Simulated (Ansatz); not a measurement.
# H2 with F2: structure and interaction energy

Aim: relax the pair, then compute its interaction energy with counterpoise at many levels, up to CCSD(T).

Computed with Ansatz 0.2.0, Gaussian basis. Level: PBE0-D4 structure, single points in def2-TZVPPD.

Levels: PBE-D4, revPBE-D4, BLYP-D4, r2SCAN-D4, B97M-V, PBE0-D4, B3LYP-D4, HSE06-D4, wB97X-V, wB97M-V, B2PLYP, Hartree-Fock, MP2, CCSD, CCSD(T). The reference is CCSD(T) extrapolated to the basis limit.

Cores are frozen in the correlated methods. B3LYP uses VWN-RPA correlation. B2PLYP carries no dispersion term here.

164 further runs of the same task are left out: 164 set aside as unsound or not needed.

## 1. Where the work starts

The pair, from a GFN2-xTB docking trial: 4 atoms, charge 0, spin multiplicity 1.

Atoms are counted from 1 here; the program's logs count them from 0.

Bond lengths: H1–H2 0.780 Å, F3–F4 1.403 Å.

Geometry (Å):

```xyz
4
F2H2
H     0.23570    0.27250   -1.51380
H    -0.27850   -0.30730   -1.60030
F    -0.47610   -0.47010    1.64240
F     0.51890    0.50490    1.47170
```

Atoms 1 to 2 are fragment A (H2), the rest fragment B (F2).

## 2. A first relaxation in a small basis

The input, pre/in.yaml:

```yaml
crystal:
  periodic: [false, false, false]
  atoms:
    - {symbol: H, position_ang: [0.235700, 0.272500, -1.513800]}
    - {symbol: H, position_ang: [-0.278500, -0.307300, -1.600300]}
    - {symbol: F, position_ang: [-0.476100, -0.470100, 1.642400]}
    - {symbol: F, position_ang: [0.518900, 0.504900, 1.471700]}
basis:
  gaussian: {orbitals: def2-SVP}
hamiltonian: {xc: pbe, dispersion: d4}
relax: {f_tol: 0.03, max_steps: 250}
```

Launch:

```
$ ansatz run in.yaml --threads 2 --pin off --events-out ev --progress --plain --max-ram 5222MiB
```

Further steps of the session: Relaxation at PBE0-D4; PBE-D4/def2-TZVPPD; r2SCAN-D4/def2-TZVPPD; PBE0-D4/def2-TZVPPD; B3LYP-D4/def2-TZVPPD; wB97X-V/def2-TZVPPD; wB97M-V/def2-TZVPPD; B2PLYP/def2-TZVPPD; BLYP-D4/def2-TZVPPD; revPBE-D4/def2-TZVPPD; B97M-V/def2-TZVPPD; HSE06-D4/def2-TZVPPD; CCSD(T)/def2-TZVPPD; Hartree-Fock/STO-3G; PBE-D4/STO-3G; B3LYP-D4/6-31G; SPW92/def2-SVP; PBE-D4/def2-SVP; PBE0-D4/def2-SVP; wB97M-V/def2-SVP; CCSD(T)/def2-SVP; Vibrations of the pair.

Before running it: what results should come out? Wanted: interaction energy, CCSD(T)/CBS; of it Hartree-Fock; D4 term of PBE0-D4; shortest contact; lowest wavenumber.

**Answer**, as computed:

| quantity | value |
| --- | --- |
| interaction energy, CCSD(T)/CBS | -0.153 kcal/mol |
| of it Hartree-Fock (basis limit) | +0.144 kcal/mol |
| D4 term of PBE0-D4 | -0.091 kcal/mol |
| shortest contact | H1–F4 2.86 Å |
| lowest wavenumber | 19 cm⁻¹ |

In words: The pair is bound by 0.153 kcal/mol at fixed fragment shapes. Hartree-Fock doesn't bind it at this geometry, so correlation, mostly dispersion, holds it together. wB97M-V is the best functional here (-0.007 kcal/mol from CCSD(T)/CBS); BLYP-D4 is the worst (+0.212 kcal/mol). By rung, the mean size of the error is: GGA 0.137, meta-GGA 0.038, hybrid 0.081, screened hybrid 0.050, range-separated hybrid 0.021, double hybrid 0.152 kcal/mol. PBE-D4 gives an interaction energy 0.120 kcal/mol too low, an error of 79 % of the reference. CCSD(T) moves by -0.017 kcal/mol from triple zeta to the limit; gaps between functionals far smaller than that don't rank them. A lower arrangement may exist. The restricted Hartree–Fock reference is unstable towards an unrestricted one at one or more of these structures.
